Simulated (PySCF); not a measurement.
**Sc: excitation energy in dyall-av2z**

Wanted: the excitation energy of scandium, up a ladder of methods.

Method: unrestricted determinants in a Gaussian basis, no spin-orbit coupling in the energies. Code: PySCF 2.14.0.

### 1 Starting point

* Element: scandium (Z = 21)
* Basis: dyall-av2z (16s12p7d2f, 101 functions)
* Hamiltonian: no relativity, point nucleus
* State 1: Sc: [Ar] 3d1 4s1 4p1, one real determinant (an excited configuration)
* Needed too, but not shown: Sc [Ar] 3d1 4s2 (2D)
* Methods: UHF, LDA, PBE, PBE0, r2SCAN, TPSSh, PW91, B2PLYP, wB97X, MP2
* Core shells frozen in the correlated runs: valence: [Ar] (for Sc)

The outer shells:

Sc [Ar] 3d1 4s1 4p1
```
[Ar] core
3d [↑ ][  ][  ][  ][  ]
4s [↑ ]
4p [↑ ][  ][  ]
```

One driver process ran all states and methods and kept the integrals in memory. Each run is shown as a PySCF script that sums up its settings (the driver passes frozen orbitals as a list and adds second-order terms of double hybrids); the logs are those of the runs themselves. The driver starts from symmetry-adapted Hartree-Fock orbitals, holds the occupation by maximum overlap and uses a logarithmic radial grid for functionals, so a plain start would take other cycles.

The integrals over 101 functions and the set-up took 0.77 s of CPU time.

### 2 Sc [Ar] 3d1 4s1 4p1, method by method

Level: UHF.

input.py

```python
from pyscf import gto, scf, dft, mp, cc
import basis_set_exchange as bse
mol = gto.M(atom="Sc 0 0 0", charge=0, spin=3, symmetry="D2h",
            basis=gto.basis.parse(bse.get_basis("dyall-av2z", elements=["Sc"], fmt="nwchem")))
mf = scf.UHF(mol)
mf.irrep_nelec = {'Ag': (4, 3), 'B1g': (1, 0), 'B1u': (3, 2), 'B2u': (2, 2), 'B3u': (2, 2)}
mf.kernel()
```

Level: LDA.

Changes to input.py:

```diff
@@ -4,3 +4,3 @@
             basis=gto.basis.parse(bse.get_basis("dyall-av2z", elements=["Sc"], fmt="nwchem")))
-mf = scf.UHF(mol)
+mf = dft.UKS(mol, xc="LDA,VWN")
 mf.irrep_nelec = {'Ag': (4, 3), 'B1g': (1, 0), 'B1u': (3, 2), 'B2u': (2, 2), 'B3u': (2, 2)}
```

Level: PBE.

Changes to input.py:

```diff
@@ -4,3 +4,3 @@
             basis=gto.basis.parse(bse.get_basis("dyall-av2z", elements=["Sc"], fmt="nwchem")))
-mf = dft.UKS(mol, xc="LDA,VWN")
+mf = dft.UKS(mol, xc="PBE")
 mf.irrep_nelec = {'Ag': (4, 3), 'B1g': (1, 0), 'B1u': (3, 2), 'B2u': (2, 2), 'B3u': (2, 2)}
```

Level: PBE0.

Changes to input.py:

```diff
@@ -4,3 +4,3 @@
             basis=gto.basis.parse(bse.get_basis("dyall-av2z", elements=["Sc"], fmt="nwchem")))
-mf = dft.UKS(mol, xc="PBE")
+mf = dft.UKS(mol, xc="PBE0")
 mf.irrep_nelec = {'Ag': (4, 3), 'B1g': (1, 0), 'B1u': (3, 2), 'B2u': (2, 2), 'B3u': (2, 2)}
```

Level: r2SCAN.

Changes to input.py:

```diff
@@ -4,3 +4,3 @@
             basis=gto.basis.parse(bse.get_basis("dyall-av2z", elements=["Sc"], fmt="nwchem")))
-mf = dft.UKS(mol, xc="PBE0")
+mf = dft.UKS(mol, xc="R2SCAN")
 mf.irrep_nelec = {'Ag': (4, 3), 'B1g': (1, 0), 'B1u': (3, 2), 'B2u': (2, 2), 'B3u': (2, 2)}
```

Level: TPSSh.

Changes to input.py:

```diff
@@ -4,3 +4,3 @@
             basis=gto.basis.parse(bse.get_basis("dyall-av2z", elements=["Sc"], fmt="nwchem")))
-mf = dft.UKS(mol, xc="R2SCAN")
+mf = dft.UKS(mol, xc="TPSSH")
 mf.irrep_nelec = {'Ag': (4, 3), 'B1g': (1, 0), 'B1u': (3, 2), 'B2u': (2, 2), 'B3u': (2, 2)}
```

Level: PW91.

Changes to input.py:

```diff
@@ -4,3 +4,3 @@
             basis=gto.basis.parse(bse.get_basis("dyall-av2z", elements=["Sc"], fmt="nwchem")))
-mf = dft.UKS(mol, xc="TPSSH")
+mf = dft.UKS(mol, xc="PW91,PW91")
 mf.irrep_nelec = {'Ag': (4, 3), 'B1g': (1, 0), 'B1u': (3, 2), 'B2u': (2, 2), 'B3u': (2, 2)}
```

Level: B2PLYP.

Changes to input.py:

```diff
@@ -4,3 +4,3 @@
             basis=gto.basis.parse(bse.get_basis("dyall-av2z", elements=["Sc"], fmt="nwchem")))
-mf = dft.UKS(mol, xc="PW91,PW91")
+mf = dft.UKS(mol, xc="0.53*HF + 0.47*B88, 0.73*LYP")
 mf.irrep_nelec = {'Ag': (4, 3), 'B1g': (1, 0), 'B1u': (3, 2), 'B2u': (2, 2), 'B3u': (2, 2)}
```

Level: wB97X.

Changes to input.py:

```diff
@@ -4,3 +4,3 @@
             basis=gto.basis.parse(bse.get_basis("dyall-av2z", elements=["Sc"], fmt="nwchem")))
-mf = dft.UKS(mol, xc="0.53*HF + 0.47*B88, 0.73*LYP")
+mf = dft.UKS(mol, xc="WB97X")
 mf.irrep_nelec = {'Ag': (4, 3), 'B1g': (1, 0), 'B1u': (3, 2), 'B2u': (2, 2), 'B3u': (2, 2)}
```

### 3 Sc [Ar] 3d1 4s1 4p1, continued

Level: MP2 (valence).

Edit input.py of step 2 so:

```diff
@@ -4,4 +4,5 @@
             basis=gto.basis.parse(bse.get_basis("dyall-av2z", elements=["Sc"], fmt="nwchem")))
-mf = dft.UKS(mol, xc="WB97X")
+mf = scf.UHF(mol)
 mf.irrep_nelec = {'Ag': (4, 3), 'B1g': (1, 0), 'B1u': (3, 2), 'B2u': (2, 2), 'B3u': (2, 2)}
 mf.kernel()
+mp.UMP2(mf, frozen=9).kernel()
```

What does the calculation give?

The runs gave:

| quantity | value |
| --- | --- |
| excitation energy, Sc → [Ar] 3d1 4s1 4p1 | UHF 0.922, MP2 (valence) 1.527 eV |

**Reading.** The methods span 1.148 eV, from UHF (0.922) to wB97X (2.069). No reference value is at hand in this session. All values hold for this basis alone; no basis-set limit was taken.
